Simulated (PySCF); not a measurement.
# [Nd(OH)3(H2O)]+: other functionals and bases at one geometry

Aim: see how levels, charges and forces of [Nd(OH)3(H2O)]+ depend on the level of theory. It is a constructed species; whether it can be made isn't addressed.

Program: PySCF 2.14.0. Level of theory: several levels, as the steps say, no spin–orbit coupling. These are calculated values, not measurements.

1 further run of the same task is left out (for a known fault of the program).

**1. The system as given**

10 atoms, charge 1, spin multiplicity 1.

Bond lengths: Nd1–O2 2.000 Å, Nd1–H3 2.947 Å, Nd1–O4 1.997 Å, Nd1–H5 2.950 Å, Nd1–O6 1.998 Å, Nd1–H7 2.949 Å, Nd1–O8 2.418 Å, O2–H3 0.964 Å, O4–H5 0.964 Å, O6–H7 0.964 Å, O8–H9 0.971 Å, O8–H10 0.970 Å. Angles: O2–Nd1–H3 4.3°, O2–Nd1–O4 111.2°, O2–Nd1–H5 109.6°, O2–Nd1–O6 111.8°, O2–Nd1–H7 110.0°, O2–Nd1–O8 105.3°, H3–Nd1–O4 108.9°, H3–Nd1–H5 107.1°, H3–Nd1–O6 109.9°, H3–Nd1–H7 107.9°, H3–Nd1–O8 109.6°, O4–Nd1–H5 3.5°, O4–Nd1–O6 110.1°, O4–Nd1–H7 108.3°, O4–Nd1–O8 109.4°, H5–Nd1–O6 108.3°, H5–Nd1–H7 106.3°, H5–Nd1–O8 112.9° and more.

As a file:

```csv
atom,x (Å),y (Å),z (Å)
Nd1,-0.0175,-0.0736,0.0163
O2,1.1846,1.1126,1.0879
H3,1.8285,1.4910,1.6975
O4,-1.2421,-1.1182,1.1986
H5,-1.6819,-1.6973,1.8316
O6,1.0183,-1.3108,-1.1625
H7,1.5892,-1.9770,-1.5618
O8,-1.3181,1.4215,-1.3693
H9,-1.3105,2.3912,-1.3293
H10,-1.9470,1.1858,-2.0697
```

Formal oxidation states: Nd +4. Each metal's 2 4f electrons lie in its core potential, so multiplicities, spins and levels count the valence alone. An earlier session relaxed this geometry at PBE0, Nd lcecp-2-SVP with ECP48, O def2-SVP, H def2-SVP (singlet, point group C1).

At PBE0 on the finer grid: E = -343.301498 Eh, frontier levels not given, since the 4f levels lie in the core, Mulliken charge on Nd1 +1.50 e, largest force component 0.016 eV/Å. 

Levels to run: TPSSh; HF; PBE0, TZVP. Hardware: 2 threads of Arm Neoverse V1, shared host.

**2. TPSSh**

run.py (the lines that set the calculation) reads:

```python
mol = gto.M(atom='''
Nd    -0.01755    -0.07360     0.01625
O      1.18465     1.11264     1.08792
H      1.82854     1.49104     1.69746
O     -1.24206    -1.11821     1.19864
H     -1.68188    -1.69733     1.83157
O      1.01828    -1.31083    -1.16246
H      1.58915    -1.97698    -1.56184
O     -1.31808     1.42148    -1.36925
H     -1.31047     2.39117    -1.32929
H     -1.94700     1.18580    -2.06975''',
    basis={'Nd': 'lcecp-2-SVP', 'O': 'def2-SVP', 'H': 'def2-SVP'},
    ecp={'Nd': 'lcecp-2-SVP'},
    charge=1, spin=0)
mf = dft.RKS(mol, xc='TPSSH')
mf.grids.atom_grid = (75, 302)  # f atoms: unpruned, at least (60, 302)
mf = mf.density_fit()  # fitting sets: Nd AutoAux, O def2-universal-JKFIT, H def2-universal-JKFIT
mf.conv_tol = 1e-08; mf.max_cycle = 55
mf.kernel(dm0)  # dm0: the density of the relaxed state
```

Run with:

```bash
$ OMP_NUM_THREADS=2 python run.py
```

**3. HF**

run.py (the lines that set the calculation): that of step 2 with these lines changed.

```diff
@@ -14,4 +14,3 @@
     charge=1, spin=0)
-mf = dft.RKS(mol, xc='TPSSH')
-mf.grids.atom_grid = (75, 302)  # f atoms: unpruned, at least (60, 302)
+mf = scf.RHF(mol)
 mf = mf.density_fit()  # fitting sets: Nd AutoAux, O def2-universal-JKFIT, H def2-universal-JKFIT
```

**4. PBE0, TZVP**

Basis: Nd lcecp-2-TZVP with ECP48, O def2-TZVP, H def2-TZVP. 

run.py (the lines that set the calculation): that of step 3 with these lines changed.

```diff
@@ -11,8 +11,9 @@
 H     -1.94700     1.18580    -2.06975''',
-    basis={'Nd': 'lcecp-2-SVP', 'O': 'def2-SVP', 'H': 'def2-SVP'},
-    ecp={'Nd': 'lcecp-2-SVP'},
+    basis={'Nd': 'lcecp-2-TZVP', 'O': 'def2-TZVP', 'H': 'def2-TZVP'},
+    ecp={'Nd': 'lcecp-2-TZVP'},
     charge=1, spin=0)
-mf = scf.RHF(mol)
+mf = dft.RKS(mol, xc='PBE0')
+mf.grids.atom_grid = (75, 302)  # f atoms: unpruned, at least (60, 302)
 mf = mf.density_fit()  # fitting sets: Nd AutoAux, O def2-universal-JKFIT, H def2-universal-JKFIT
 mf.conv_tol = 1e-08; mf.max_cycle = 55
-mf.kernel(dm0)  # dm0: the density of the relaxed state
+mf.kernel(dm0)  # dm0: free metal ions and neutral atoms
```

What does the calculation give? Wanted: for each run, charge on Nd1; dipole; largest force.

As calculated:

| level | state | charge on Nd1 (e) | dipole (D) | largest force (eV/Å) | basis functions | time |
| --- | --- | --- | --- | --- | --- | --- |
| PBE0 (relaxed here) | singlet | 1.50 | 4.25 | 0.02 | 111 | 23 s |
| TPSSh | singlet | 1.45 | 4.19 | 0.26 | 111 | 13 s |
| HF | singlet | 2.06 | 4.85 | 0.84 | 111 | 4.1 s |
| PBE0, TZVP | singlet | 1.93 | 4.45 | 0.26 | 201 | 24 s |

Times are on 2 threads of Arm Neoverse V1, shared host; the first row also made further properties. The dipole of a charged species depends on the origin, so these sizes hold for this origin alone.

The largest leftover force, 0.84 eV/Å with HF, stands at a geometry relaxed at another level. The Mulliken charge on Nd spans +1.45 to +2.06 e over the levels. With 4f in the core, its levels are missing from HOMO and gap. Total energies of different levels can't be compared. Spin–orbit coupling is left out throughout.
